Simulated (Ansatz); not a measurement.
# Nd2AlAs3: the cost of one run

Method: DFT PBE, scalar-relativistic, plane waves, PAW; 4f electrons in the core of a trivalent norm-conserving potential, in Ansatz 0.2.0.

1 further run of the same task is left out (it didn't finish).

## Step 1: The system as given

Symmetry: P-6m2, No. 187, hexagonal system. Conventional cell: a = 4.444 Å, b = 4.444 Å, c = 8.829 Å, α = 90.00°, β = 90.00°, γ = 120.00°. Nd (site symmetry 3m) has 3 Al at 3.36 Å and 9 As at 3.36 to 3.41 Å in its first shell of neighbours. Al (site symmetry -6m2) has 3 As at 2.57 Å in its first shell of neighbours. As (site symmetry -6m2) is surrounded by 3 As at 2.57 Å and 6 Nd at 3.41 Å. Around As (site symmetry -6m2) lie 3 Al at 2.57 Å and 6 Nd at 3.36 Å.

Structure file:

```
CELL_PARAMETERS angstrom
4.44399 0.00000 0.00000
-2.22199 3.84861 0.00000
0.00000 0.00000 8.82866
ATOMIC_POSITIONS crystal
Nd 0.00000 0.00000 0.24507
Nd 0.00000 0.00000 0.75493
Al 0.33333 0.66667 0.00000
As 0.33333 0.66667 0.50000
As 0.66667 0.33333 0.00000
As 0.66667 0.33333 0.50000
```

Recipe of the guess: species swapped into a database cell of Eu2Ge3Au (P-6m2, No. 187), with Nd on the Eu sites, As on the Ge sites and Al on the Au sites. Lengths come from tabulated atomic sizes and are only a guess.

## Step 2: A first look at the guess

File input.yaml:

```yaml
crystal:
  lattice:
    - [4.4439886, 0.0, 0.0]
    - [-2.2219943, 3.84860702, 0.0]
    - [0.0, 0.0, 8.8286648]
  atoms:
    - { symbol: Nd, position: [0.0, 0.0, 0.24507] }
    - { symbol: Nd, position: [0.0, 0.0, 0.75493] }
    - { symbol: Al, position: [0.33333333, 0.66666667, 0.0] }
    - { symbol: As, position: [0.33333333, 0.66666667, 0.5] }
    - { symbol: As, position: [0.66666667, 0.33333333, 0.0] }
    - { symbol: As, position: [0.66666667, 0.33333333, 0.5] }
basis:
  ecutwfc: 660
kpoints:
  mp_grid: { grid: [6, 6, 2] }
hamiltonian:
  xc: pbe
  pseudopotentials:
    kind: paw
    azcp: { Nd: "pseudopotentials/pbe/nc/lanthanide_3plus/Nd.nc.azcp" }
scf:
  occupations: { method: gaussian, width: 0.1 }
  lower_state_search: "off"
output:
  forces: true
  stress: true
  eigenvalues: true
```

Launch:

```bash
> ansatz run input.yaml --threads 1 --pin off --max-ram 2560MiB --backend cpu --events-out ev --progress --plain --runs-dir out
```

What time and memory should one allow on 1 thread of Intel Xeon at 2.50GHz (Skylake/Cascade Lake), shared host?

About 29 s, with a peak of 0.48 GiB.
